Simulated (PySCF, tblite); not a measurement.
# C5H7BNP: geometry, infrared bands and NMR shifts

What infrared bands and NMR shifts should C5H7BNP (`C=C[P+]1([BH2-]C#N)C=C1`) show?

The runs use tblite 0.8.0 and PySCF 2.14.0, with density-fitted response routines of our own; the level of theory stands in each step. All values are computed, except where a source is named. Atoms count from 0, in the outputs and in this text.

### 1 Starting geometry

15 atoms, charge 0, multiplicity 1; geometry from: force field or distance geometry start.

Bonds of the start (Å): C0–C1 1.36, C1–P2 1.77, P2–B3 1.90, B3–C4 1.56, C4–N5 1.16, P2–C6 1.80, C6–C7 1.34, C7–P2 1.79, C0–H8 1.08, C0–H9 1.07, C1–H10 1.06, B3–H11 1.19, B3–H12 1.18, C6–H13 1.10, C7–H14 1.09.

### 2 Optimising the geometry with GFN2-xTB

What the job is given:

```
{"job": {"kind": "relax", "xc": "GFN2-xTB", "basis": "xTB"}, "charge": 0, "multiplicity": 1}
C      2.104700    -0.995600    -0.864100
C      1.417300     0.174600    -0.899000
P     -0.003900     0.430600     0.123000
B     -1.724300     0.090500    -0.620200
C     -2.194000    -1.317800    -0.144100
N     -2.563700    -2.361800     0.198800
C      0.080200     1.723000     1.369200
C      0.180700     0.497700     1.897800
H      1.819000    -1.825400    -0.239800
H      2.954600    -1.053000    -1.513200
H      1.757500     0.948600    -1.534100
H     -2.528200     0.902900    -0.302800
H     -1.654100     0.079300    -1.794600
H      0.062600     2.815500     1.502100
H      0.287100    -0.101200     2.799000
```

Run with:

```console
$ OMP_NUM_THREADS=1 python probes_run.py task.json out
```

This one command runs all jobs of the session in turn.

Log:

```text
step      E/eV     max force
  0    -564.71516    2.791
  1    -564.80839    3.466
  2    -564.88889    2.839
  3    -564.95540    1.996
  4    -565.00220    0.680
  5    -565.03484    0.579
  6    -565.05045    0.682
  7    -565.06161    0.291
  8    -565.06878    0.209
  9    -565.07574    0.248
 10    -565.08100    0.227
 11    -565.08502    0.129
 12    -565.08725    0.115
 13    -565.08893    0.102
 14    -565.09068    0.130
 15    -565.09273    0.125
 16    -565.09479    0.115
 17    -565.09651    0.115
 18    -565.09797    0.119
 19    -565.09958    0.109
 20    -565.10153    0.141
 21    -565.10366    0.137
 22    -565.10548    0.093
 23    -565.10681    0.087
 24    -565.10792    0.101
 25    -565.10919    0.125
 26    -565.11068    0.117
 27    -565.11192    0.085
 28    -565.11257    0.056
 29    -565.11292    0.048
 30    -565.11327    0.065
 31    -565.11364    0.067
 32    -565.11402    0.055
 33    -565.11437    0.040
 34    -565.11474    0.046
 35    -565.11519    0.056
 36    -565.11578    0.065
 37    -565.11641    0.064
 38    -565.11702    0.058
 39    -565.11765    0.061
 40    -565.11836    0.064
 41    -565.11907    0.067
 42    -565.11969    0.060
 43    -565.12016    0.050
 44    -565.12057    0.052
 45    -565.12110    0.060
 46    -565.12191    0.076
 47    -565.12305    0.084
 48    -565.12428    0.094
 49    -565.12529    0.082
 50    -565.12597    0.057
 51    -565.12646    0.066
 52    -565.12701    0.082
 53    -565.12774    0.077
 54    -565.12858    0.105
 55    -565.12954    0.096
 56    -565.13057    0.167
 57    -565.13208    0.123
 58    -565.13379    0.106
 59    -565.13496    0.062
 60    -565.13546    0.068
 61    -565.13602    0.074
 62    -565.13676    0.092
 63    -565.13757    0.111
 64    -565.13817    0.209
 65    -565.13859    0.094
 66    -565.13896    0.046
 67    -565.13927    0.052
 68    -565.13984    0.055
 69    -565.14025    0.053
 70    -565.14058    0.048
 71    -565.14094    0.062
 72    -565.14135    0.093
 73    -565.14183    0.086
 74    -565.14235    0.114
 75    -565.14296    0.068
 76    -565.14348    0.058
 77    -565.14402    0.067
 78    -565.14467    0.096
 79    -565.14536    0.140
 80    -565.14619    0.086
 81    -565.14718    0.231
 82    -565.14831    0.098
 83    -565.14965    0.077
 84    -565.15075    0.059
 85    -565.15123    0.058
 86    -565.15186    0.046
 87    -565.15231    0.052
 88    -565.15269    0.045
 89    -565.15295    0.035
 90    -565.15319    0.037
 91    -565.15352    0.044
 92    -565.15388    0.054
 93    -565.15416    0.054
 94    -565.15434    0.050
 95    -565.15449    0.032
 96    -565.15472    0.038
 97    -565.15508    0.054
 98    -565.15551    0.047
 99    -565.15587    0.049
100    -565.15610    0.042
101    -565.15632    0.035
102    -565.15664    0.050
103    -565.15708    0.052
104    -565.15753    0.073
105    -565.15791    0.070
106    -565.15825    0.071
107    -565.15869    0.048
108    -565.15929    0.069
109    -565.15985    0.039
110    -565.16015    0.114
111    -565.16031    0.041
112    -565.16042    0.052
113    -565.16070    0.077
114    -565.16095    0.084
115    -565.16130    0.061
116    -565.16159    0.040
117    -565.16183    0.059
118    -565.16208    0.094
119    -565.16242    0.078
120    -565.16280    0.214
121    -565.16294    0.120
122    -565.16373    0.110
123    -565.16464    0.246
124    -565.16667    0.146
125    -565.16813    0.134
126    -565.16940    0.116
127    -565.16710    0.310
128    -565.17082    0.081
129    -565.17118    0.063
130    -565.17188    0.057
131    -565.17275    0.143
132    -565.17315    0.080
133    -565.17351    0.043
134    -565.17391    0.053
135    -565.17431    0.113
136    -565.17471    0.129
137    -565.17513    0.182
138    -565.17550    0.127
139    -565.17596    0.125
140    -565.17662    0.093
141    -565.17751    0.107
142    -565.17867    0.114
143    -565.17233    0.744
144    -565.18013    0.080
145    -565.18111    0.076
146    -565.17778    0.757
147    -565.18384    0.063
148    -565.18527    0.073
149    -565.17857    0.760
150    -565.18770    0.079
151    -565.18929    0.095
152    -565.18629    0.871
153    -565.19319    0.096
154    -565.19533    0.105
155    -565.19513    0.494
156    -565.20069    0.209
157    -565.20312    0.120
158    -565.20687    0.343
159    -565.21119    0.145
160    -565.21587    0.134
161    -565.21678    0.365
162    -565.22125    0.509
163    -565.22308    0.163
164    -565.22314    0.311
165    -565.22585    0.131
166    -565.22710    0.192
167    -565.23001    0.259
168    -565.23139    0.255
169    -565.23277    0.142
170    -565.23376    0.115
171    -565.23452    0.122
172    -565.23548    0.095
173    -565.23576    0.071
174    -565.23617    0.128
175    -565.23675    0.080
176    -565.23720    0.057
177    -565.23752    0.052
178    -565.23789    0.052
179    -565.23837    0.049
180    -565.23892    0.040
181    -565.23954    0.064
182    -565.24009    0.047
183    -565.24051    0.061
184    -565.24090    0.062
185    -565.24142    0.074
186    -565.24216    0.093
187    -565.24292    0.115
188    -565.24375    0.109
189    -565.24440    0.040
190    -565.24469    0.048
191    -565.24495    0.082
192    -565.24525    0.093
193    -565.24570    0.090
194    -565.24608    0.076
195    -565.24665    0.054
196    -565.24730    0.069
197    -565.24794    0.099
198    -565.24904    0.239
199    -565.25068    0.124
200    -565.25293    0.137
201    -565.24244    1.079
202    -565.25366    0.196
203    -565.25382    0.387
204    -565.25611    0.080
205    -565.25726    0.185
206    -565.25846    0.446
207    -565.26069    0.155
208    -565.26320    0.084
209    -565.26505    0.239
210    -565.26375    0.249
211    -565.26635    0.241
212    -565.26700    0.107
213    -565.26779    0.084
214    -565.26898    0.168
215    -565.27034    0.178
216    -565.27177    0.062
217    -565.27230    0.271
218    -565.27223    0.389
219    -565.27364    0.132
220    -565.27409    0.102
221    -565.27476    0.096
222    -565.27544    0.060
223    -565.27590    0.052
224    -565.27618    0.123
225    -565.27632    0.064
226    -565.27642    0.059
227    -565.27648    0.055
228    -565.27654    0.034
229    -565.27658    0.031
230    -565.27661    0.029
231    -565.27664    0.032
232    -565.27667    0.031
233    -565.27670    0.031
234    -565.27675    0.027
235    -565.27681    0.023
236    -565.27690    0.022
237    -565.27702    0.027
238    -565.27714    0.030
239    -565.27725    0.021
240    -565.27731    0.014
241    -565.27734    0.009
```

It took 1.7 s on 1 thread of Arm Neoverse V1, shared host.

Along the way: (not every step is listed)

```csv
step,energy from step 0 (eV),largest force (eV/Å)
0,0.0000,2.7908
1,-0.0932,3.4664
2,-0.1737,2.8390
3,-0.2402,1.9959
4,-0.2870,0.6804
5,-0.3197,0.5786
6,-0.3353,0.6818
7,-0.3465,0.2912
8,-0.3536,0.2086
30,-0.3981,0.0652
52,-0.4119,0.0818
74,-0.4272,0.1140
96,-0.4396,0.0384
118,-0.4469,0.0944
140,-0.4615,0.0931
162,-0.5061,0.5089
184,-0.5257,0.0620
206,-0.5433,0.4458
228,-0.5614,0.0339
236,-0.5617,0.0225
237,-0.5619,0.0274
238,-0.5620,0.0296
239,-0.5621,0.0213
240,-0.5622,0.0139
241,-0.5622,0.0090
```

Close pairs (by a distance rule), those that changed most:

```csv
bond,before (Å),after (Å),change (Å)
P2–B3,1.905,1.954,+0.049
C1–P2,1.769,1.809,+0.040
P2–C7,1.786,1.819,+0.033
C0–C1,1.358,1.326,-0.032
C6–H13,1.101,1.069,-0.032
C1–H10,1.057,1.084,+0.026
P2–C6,1.797,1.821,+0.024
C6–C7,1.338,1.318,-0.020
```

The next job starts from the end point, and lists it.

### 3 Infrared spectrum with GFN2-xTB

What the job is given:

```
{"job": {"kind": "ir", "xc": "GFN2-xTB", "basis": "xTB"}, "charge": 0, "multiplicity": 1}
C      1.618684    -0.999785    -1.279955
C      1.513408    -0.096226    -0.315521
P     -0.102071     0.521101     0.215764
B     -1.796770    -0.086067    -0.544204
C     -1.684690    -1.619918    -0.357820
N     -1.591797    -2.758058    -0.231376
C      0.213906     2.049490     1.154110
C      0.108424     1.008028     1.955556
H      0.744030    -1.397006    -1.770237
H      2.571791    -1.385324    -1.604789
H      2.377969     0.307195     0.198200
H     -2.642353     0.412226     0.125289
H     -1.800102     0.226773    -1.691549
H      0.353016     3.109240     1.140704
H      0.112141     0.716318     2.983915
```

Log:

```text
mode    cm-1     km/mol
  1      33.4      1.72
  2      59.3      4.24
  3      86.2      0.16
  4     113.7      0.20
  5     156.1      4.16
  6     190.2      2.17
  7     242.2      0.01
  8     316.2      8.05
  9     340.7      6.48
 10     378.2      0.73
 11     521.8      0.58
 12     539.9      4.72
 13     656.3     11.00
 14     681.3     27.81
 15     704.6      2.78
 16     728.9      0.05
 17     749.8     74.85
 18     780.8     61.90
 19     826.2     10.49
 20     895.7     26.44
 21     897.4      2.22
 22     902.7      8.57
 23     948.6     17.78
 24     977.3     89.78
 25     993.6      4.71
 26     996.3     32.76
 27    1152.9     30.14
 28    1218.7      7.51
 29    1383.0      3.87
 30    1632.7     23.24
 31    1640.8     11.07
 32    2348.1    145.84
 33    2461.9    116.52
 34    2475.5    110.47
 35    3021.7     15.70
 36    3088.0      2.82
 37    3116.6     17.30
 38    3137.0      0.98
 39    3154.5      3.73
```

Wall time 0.5 s (1 thread of Arm Neoverse V1, shared host).

Which atoms move in the most intense modes:

```
cm⁻¹  km/mol                        atoms
 750    74.8             P2 35 %, C1 23 %
 781    61.9    P2 46 %, C6 17 %, C7 16 %
 977    89.8  H12 32 %, B3 24 %, H11 18 %
 996    32.8            H8 37 %, H10 35 %
1153    30.1  H12 44 %, H11 44 %, B3 12 %
2348   145.8             C4 58 %, N5 42 %
2462   116.5                     H12 89 %
2476   110.5                     H11 88 %
```

### 4 NMR shieldings: PBE0/pcSseg-1

The job, as its differences from that of step 3:

```diff
@@ -1,2 +1,2 @@
-{"job": {"kind": "ir", "xc": "GFN2-xTB", "basis": "xTB"}, "charge": 0, "multiplicity": 1}
+{"job": {"kind": "nmr", "xc": "PBE0", "basis": "pcSseg-1"}, "charge": 0, "multiplicity": 1}
 C      1.618684    -0.999785    -1.279955
```

With the program's defaults for keys left out, this is: GIAO PBE0/pcSseg-1 NMR shielding, non-relativistic, gas phase.

Log:

```text
coarse grid: 13544 points
cycle   1  E = -614.9646983156  dE =  1.122e+00  |g| = 4.758e-01  |ddm| = 3.688e+00
cycle   2  E = -614.9128082734  dE =  5.189e-02  |g| = 7.035e-01  |ddm| = 1.195e+00
cycle   3  E = -615.0200720867  dE = -1.073e-01  |g| = 2.082e-01  |ddm| = 6.703e-01
cycle   4  E = -615.0300838623  dE = -1.001e-02  |g| = 4.184e-02  |ddm| = 1.774e-01
cycle   5  E = -615.0303816919  dE = -2.978e-04  |g| = 2.118e-02  |ddm| = 5.202e-02
cycle   6  E = -615.0304971323  dE = -1.154e-04  |g| = 4.976e-03  |ddm| = 2.288e-02
cycle   7  E = -615.0305033805  dE = -6.248e-06  |g| = 1.153e-03  |ddm| = 5.365e-03
final grid: 127776 points
cycle   8  E = -615.0780665304  dE = -3.216e-05  |g| = 7.922e-03  |ddm| = 2.783e-02
cycle   9  E = -615.0780626825  dE =  3.848e-06  |g| = 9.031e-03  |ddm| = 1.505e-02
cycle  10  E = -615.0780821507  dE = -1.947e-05  |g| = 2.119e-03  |ddm| = 8.890e-03
cycle  11  E = -615.0780831874  dE = -1.037e-06  |g| = 4.879e-04  |ddm| = 1.746e-03
cycle  12  E = -615.0780832358  dE = -4.847e-08  |g| = 1.193e-04  |ddm| = 4.482e-04
cycle  13  E = -615.0780832389  dE = -3.054e-09  |g| = 5.394e-05  |ddm| = 1.835e-04
cycle  14  E = -615.0780832396  dE = -7.676e-10  |g| = 1.263e-05  |ddm| = 6.279e-05
converged SCF energy = -615.0780832396

GIAO shielding tensors (ppm)
atom      isotropic    diamagn.    paramagn.     s11        s22        s33       span
  0 C       35.633     255.824    -220.191    -96.235     31.780    171.355    267.590
  1 C       44.635     262.828    -218.193    -53.215     64.878    122.244    175.460
  2 P      486.625     966.244    -479.619    253.170    258.786    947.920    694.749
  3 B      145.680     186.956     -41.276    135.964    144.892    156.183     20.218
  4 C       55.823     261.254    -205.431    -64.303    -58.609    290.382    354.686
  5 N      -73.608     339.015    -412.623   -261.942   -238.667    279.785    541.727
  6 C       43.158     263.824    -220.667    -95.082     48.084    176.470    271.552
  7 C       41.053     262.728    -221.675   -102.000     42.435    182.725    284.726
  8 H       24.490      32.556      -8.065     20.364     23.992     29.114      8.750
  9 H       24.804      28.860      -4.056     21.623     24.689     28.100      6.477
 10 H       26.345      32.233      -5.887     24.433     25.169     29.434      5.001
 11 H       30.373      27.176       3.197     26.635     29.442     35.042      8.407
 12 H       29.431      27.410       2.021     26.269     28.987     33.037      6.767
 13 H       22.964      32.989     -10.025     20.461     23.905     24.527      4.066
 14 H       22.700      33.392     -10.693     19.861     23.888     24.350      4.489
```

Wall time 23 s (1 thread of Arm Neoverse V1, shared host); peak memory 0.81 GiB.

Shifts follow as δ = σ(reference) − σ, with reference shieldings (ppm) from runs at the same level and on the same kind of geometry: ¹H TMS 31.72, ¹³C TMS 186.9, ¹⁵N NH3 267.7, ³¹P H3PO4 318.4, ¹¹B BF3·OEt2 100.1. The references are single molecules in the gas phase, so shifts against H2O, NH3, PH3, H3PO4 or CFCl3 are not on the usual liquid scales and can be off by tens of ppm. Atoms listed in one row are averaged.

```csv
atoms,environment,σ (ppm),δ (ppm),δ scaled to CDCl3
C0,terminal =CH2 carbon,35.6,151.3,145.7
"C6, C7",alkene CH,42.1,144.8,139.4
C1,alkene CH,44.6,142.3,137.0
C4,nitrile carbon,55.8,131.1,126.0
"H13, H14",hydrogen on an alkene CH,22.83,8.89,8.48
H8,hydrogen on a terminal =CH2 carbon,24.49,7.23,6.92
H9,hydrogen on a terminal =CH2 carbon,24.80,6.91,6.62
H10,hydrogen on an alkene CH,26.35,5.37,5.17
"H11, H12","hydrogen on a boron bonded to C, P",29.90,1.81,–
P2,"phosphorus bonded to 3 C, B, in a 3-membered ring",486.6,-168.3,–
B3,"boron bonded to C, P, 2 H",145.7,-45.6,–
N5,nitrile nitrogen,-73.6,341.3,–
```

The scaled column applies a straight-line fit of computed shieldings to shifts measured in CDCl3 (root-mean-square error 0.16 ppm for H, 1.9 ppm for C).

Charges from the same density, by scheme (e):

```
 atoms  Mulliken    IAO  Hirshfeld  ESP fit
    C0     -0.09  -0.25      -0.05    -0.23
    C1     -0.40  -0.37      -0.09    -0.28
    P2      0.46   0.98       0.35     0.43
    B3     -0.01  -0.52      -0.07    -0.29
    C4     -0.11   0.04      -0.01     0.35
    N5     -0.27  -0.28      -0.26    -0.51
C6, C7     -0.17  -0.29      -0.05    -0.21
```

Mayer bond orders: C0–C1 1.93, C1–P2 0.95, P2–B3 0.70, B3–C4 0.86, C4–N5 2.95, P2–C6 0.97, C6–C7 1.64, C7–P2 0.96.

Ring of atoms P2, C6, C7: NICS(0) -21.6, NICS(1) -8.0, NICS(1)zz -16.0 ppm (means of both faces; NICS(1) differs between them: -9.1 and -7.0).

In rings of three or four atoms NICS is ruled by the nearby σ bonds, so it says little on aromaticity.

### 5 Results

| quantity | value |
| --- | --- |
| strongest single infrared mode (GFN2-xTB) | 2348 cm⁻¹, 146 km/mol |
| zero-point energy (GFN2-xTB) | 63.7 kcal/mol |
| ¹³C shifts against TMS (PBE0/pcSseg-1, means over atoms taken as alike) | 151.3, 144.8, 142.3, 131.1 ppm |
| ¹H shifts against TMS (PBE0/pcSseg-1, means over atoms taken as alike) | 8.89, 7.23, 6.91, 5.37, 1.81 ppm |
| ³¹P shifts against H3PO4 (PBE0/pcSseg-1) | -168.3 ppm |
| ¹¹B shifts against BF3·OEt2 (PBE0/pcSseg-1) | -45.6 ppm |
| ¹⁵N shifts against NH3 (PBE0/pcSseg-1) | 341.3 ppm |

Over 241 steps the energy fell by 0.562 eV; of the close pairs, P2–B3 changed most, 1.905 to 1.954 Å. No mode is imaginary among the 39: a minimum at this level. The strongest single mode, at 2348 cm⁻¹, moves mainly C4 and N5. Unscaled tight-binding wavenumbers are off by several per cent, some by more. Its intensities can rank the bands wrongly. C0 (terminal =CH2 carbon) lies farthest downfield among carbon, at 151.3 ppm; as expected for a trigonal carbon in a double bond. At PBE0/pcSseg-1: The widest tensor belongs to P2: span 695 ppm, with a paramagnetic part of -480 ppm.
